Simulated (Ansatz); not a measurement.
**Alloy of ZnS and ZnSe (6 of 32 S sites exchanged), 64 atoms**

Wanted: the relaxed alloy cell and its gap (PBEsol and r²SCAN).

All numbers are computed with Ansatz 0.2.0 (PAW, plane waves).

## 1. The starting cell

64 atoms (32 Zn, 6 Se, 26 S); a = 10.818 Å, b = 10.818 Å, c = 10.818 Å, α = 90.00°, β = 90.00°, γ = 90.00°. All atoms were shaken off their sites by about 0.02 Å along each axis.

The runs, in order: (2) PBEsol cell relaxation at the single k point (¼, ¼, ¼), on 1 × NVIDIA GB300 Max-Q with 8 threads of Arm Neoverse-V2; (3) r²SCAN single point at the single k point (¼, ¼, ¼), on 1 × NVIDIA GB300 Max-Q with 8 threads of Arm Neoverse-V2.

## 2. Relaxing cell and atoms with PBEsol

in.yaml

```yaml
crystal:
  lattice:
    - [10.817836, 0.000000, 0.000000]
    - [0.000000, 10.817836, 0.000000]
    - [0.000000, 0.000000, 10.817836]
  atoms:
    - { symbol: Zn, position: [0.999156, 0.998402, 0.997295] }
    - { symbol: Zn, position: [0.000321, 0.999225, 0.498577] }
    - { symbol: Zn, position: [0.002479, 0.501999, 0.000565] }
    - { symbol: Zn, position: [0.000522, 0.497525, 0.499162] }
    - { symbol: Zn, position: [0.498442, 0.001868, 0.999190] }
    - { symbol: Zn, position: [0.498764, 0.000896, 0.499844] }
    - { symbol: Zn, position: [0.499788, 0.504768, 0.000944] }
    - { symbol: Zn, position: [0.500806, 0.501377, 0.498946] }
    - { symbol: Zn, position: [0.247532, 0.247707, 0.998108] }
    - { symbol: Zn, position: [0.252008, 0.251881, 0.500562] }
    - { symbol: Zn, position: [0.246682, 0.751088, 0.999710] }
    - { symbol: Zn, position: [0.252322, 0.748285, 0.498562] }
    - { symbol: Zn, position: [0.747285, 0.250495, 0.999566] }
    - { symbol: Zn, position: [0.751336, 0.250064, 0.498776] }
    - { symbol: Zn, position: [0.751710, 0.750210, 0.000361] }
    - { symbol: Zn, position: [0.748986, 0.745383, 0.503619] }
    - { symbol: Zn, position: [0.248685, 0.997453, 0.249312] }
    - { symbol: Zn, position: [0.253178, 0.002563, 0.750053] }
    - { symbol: Zn, position: [0.246699, 0.499748, 0.253289] }
    - { symbol: Zn, position: [0.248945, 0.499826, 0.747926] }
    - { symbol: Zn, position: [0.752270, 0.999911, 0.247351] }
    - { symbol: Zn, position: [0.749260, 0.999240, 0.750848] }
    - { symbol: Zn, position: [0.750022, 0.501302, 0.250618] }
    - { symbol: Zn, position: [0.750617, 0.500157, 0.753878] }
    - { symbol: Zn, position: [0.998690, 0.251143, 0.250549] }
    - { symbol: Zn, position: [0.000090, 0.248345, 0.749104] }
    - { symbol: Zn, position: [0.998067, 0.751917, 0.251095] }
    - { symbol: Zn, position: [0.001173, 0.749587, 0.751579] }
    - { symbol: Zn, position: [0.503558, 0.254833, 0.250964] }
    - { symbol: Zn, position: [0.499299, 0.252020, 0.753273] }
    - { symbol: Zn, position: [0.499858, 0.750202, 0.251839] }
    - { symbol: Zn, position: [0.498901, 0.750790, 0.746243] }
    - { symbol: Se, position: [0.124175, 0.126534, 0.125533] }
    - { symbol: Se, position: [0.870819, 0.372370, 0.123215] }
    - { symbol: Se, position: [0.872490, 0.874124, 0.127404] }
    - { symbol: Se, position: [0.877348, 0.126333, 0.376442] }
    - { symbol: Se, position: [0.125158, 0.372451, 0.375754] }
    - { symbol: Se, position: [0.124031, 0.877690, 0.371544] }
    - { symbol: S, position: [0.123867, 0.124004, 0.627918] }
    - { symbol: S, position: [0.124262, 0.624057, 0.124667] }
    - { symbol: S, position: [0.124572, 0.626136, 0.622957] }
    - { symbol: S, position: [0.622587, 0.123911, 0.125314] }
    - { symbol: S, position: [0.625626, 0.125482, 0.624172] }
    - { symbol: S, position: [0.624767, 0.622537, 0.125667] }
    - { symbol: S, position: [0.623120, 0.626313, 0.627493] }
    - { symbol: S, position: [0.378364, 0.375144, 0.125028] }
    - { symbol: S, position: [0.374270, 0.377140, 0.623513] }
    - { symbol: S, position: [0.374426, 0.875060, 0.127416] }
    - { symbol: S, position: [0.374066, 0.875159, 0.622596] }
    - { symbol: S, position: [0.874633, 0.374966, 0.624830] }
    - { symbol: S, position: [0.876041, 0.874939, 0.621582] }
    - { symbol: S, position: [0.369017, 0.122910, 0.377847] }
    - { symbol: S, position: [0.376620, 0.125428, 0.875632] }
    - { symbol: S, position: [0.372835, 0.625242, 0.377215] }
    - { symbol: S, position: [0.372358, 0.621397, 0.876637] }
    - { symbol: S, position: [0.876933, 0.128022, 0.877202] }
    - { symbol: S, position: [0.878043, 0.625445, 0.377227] }
    - { symbol: S, position: [0.877027, 0.621131, 0.875697] }
    - { symbol: S, position: [0.125038, 0.376916, 0.875091] }
    - { symbol: S, position: [0.129015, 0.872573, 0.873686] }
    - { symbol: S, position: [0.627259, 0.373563, 0.376316] }
    - { symbol: S, position: [0.623690, 0.374477, 0.874425] }
    - { symbol: S, position: [0.624359, 0.873944, 0.374308] }
    - { symbol: S, position: [0.621079, 0.874872, 0.873589] }
  symmetry: { detect: false }
kpoints:
  mp_grid: { grid: [1, 1, 1], shift: [0.25, 0.25, 0.25] }
hamiltonian:
  xc: pbesol
scf:
  occupations: { method: fermi_dirac, width: 0.01 }
relax:
  f_tol: 0.03
  max_steps: 80
  escape_saddle: false
  adjacent_minimum: "off"
  cell: { fix: [shape] }
output:
  forces: true
  eigenvalues: true
  populations: true
```

Command:

```sh
> ansatz run in.yaml --threads 8 --pin off --max-ram 118750MiB --runs-dir r --events-out ev --progress --plain --backend cuda --devices 0,
```

After this run come: r²SCAN single point.

Q: Predict the outcome of this session. Wanted: for each run, top filled to lowest empty.

**Answer**, as computed:

| level | time | top filled to lowest empty (eV) |
| --- | --- | --- |
| PBEsol, relaxation | 8.9 s (GPU) | 2.88 |
| r²SCAN | 6.7 s (GPU) | 3.52 |

```
     quantity                                                                         value
   relaxation                                              5 recorded steps, 1.12 eV gained
largest shift                                                0.16 Å (Zn14 and others alike)
 relaxed cell  a = 10.816 Å, b = 10.816 Å, c = 10.816 Å, α = 90.00°, β = 90.00°, γ = 90.00°
   mean bonds                                                     S–Zn 2.326, Se–Zn 2.415 Å
```

Relaxation gains 1.12 eV, with shifts up to 0.16 Å (Zn14 and others alike), while the volume changes by -0.0 %. The mean lengths of the listed bonds run from S–Zn 2.33 Å to Se–Zn 2.41 Å. No spin–orbit coupling is included; with elements this heavy it would shift the edges. With one k point the spacing samples only the states that fold onto it, so it can exceed the gap over the zone.
